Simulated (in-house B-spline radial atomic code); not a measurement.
# Cr⁹⁺: RPA and G0W0 on different mean-field starts

Aim: see how far the highest quasi-particle level and the RPA correlation energy of Cr⁹⁺ depend on the orbitals that they are built on.

Method: RPA, second order, AC-SOSEX and G0W0 (contour deformation) on a non-relativistic mean field, all electrons; no spin-orbit coupling, Breit or QED terms. Code: an in-house B-spline radial atomic code, version 1.

**1. Starting point**

| Item | Value |
| --- | --- |
| element | chromium (Z = 24) |
| charge | +9 |
| electrons | 15 |
| configuration | [Ne] 3s2 3p3 |
| Hamiltonian | non-relativistic, point nucleus |
| starts | Hartree-Fock, PBE, BLYP, exchange-only LDA, CAM-B3LYP |

The outer shells:

Cr9+
```
[Ne] core
3s [↑↓]
3p [↑ ][↑ ][↑ ]
```

**2. The run with the Hartree-Fock start**

Settings of the run:

```ini
Z = 24
electrons = 15.0
configuration = [Ne] 3s2 3p3
hamiltonian = nr
method = hf
lmax = 9
spin_polarised = True
box_radius = 7.11
intervals = 47
```

Launch:

```bash
$ python run_gw.py task.json out
```

task.json lists these runs, among others, and the program works through them in turn.

After this run come: The run with the PBE start; The run with the BLYP start; The run with the exchange-only LDA start; The run with the CAM-B3LYP start.

**Question.** What will these runs give? Wanted: highest level, mean field; highest level, G0W0; RPA correlation energy; RPA+SOSEX.

**Answer**, as computed:

| quantity | value |
| --- | --- |
| highest level, mean field (range over the runs) | -242.35 to -227.24 eV |
| highest level, G0W0 (range over the runs) | -242.93 to -242.41 eV |
| RPA correlation energy | -1.009 to -0.900 hartree |
| RPA+SOSEX | -0.6313 to -0.5671 hartree |
| semi-empirical ionisation energy (3p shell) | 244.50 ± 0.5 eV (NIST Atomic Spectra Database, ionization energies) |
| G0W0 removal energy less that value | -2.09 to -1.57 eV |

**Reading.** G0W0 turns a spread of 15.1 eV among the starts into one of 0.52 eV, 3.4 % of it. On the semilocal starts the correction is downwards, 13 to 15 eV, since their self-interaction lifts occupied levels. RPA gives the most correlation on exchange-only LDA and the least on Hartree-Fock (11 % apart); over the runs it loosely follows the gap of the start, as smaller excitation energies give more correlation. The semi-empirical ionisation energy is 244.50 ± 0.5 eV. G0W0 is off by about -2.01 eV (-0.82 %) in every run shown, whatever the start. Relativity is left out, and for this shell its effect can be as large as the miss, so the comparison tests the Hamiltonian as much as the method. Read as a removal energy, the bare PBE level is off by -15.4 eV (-6.3 %) and the nearest bare level, Hartree-Fock's, by -2.15 eV.
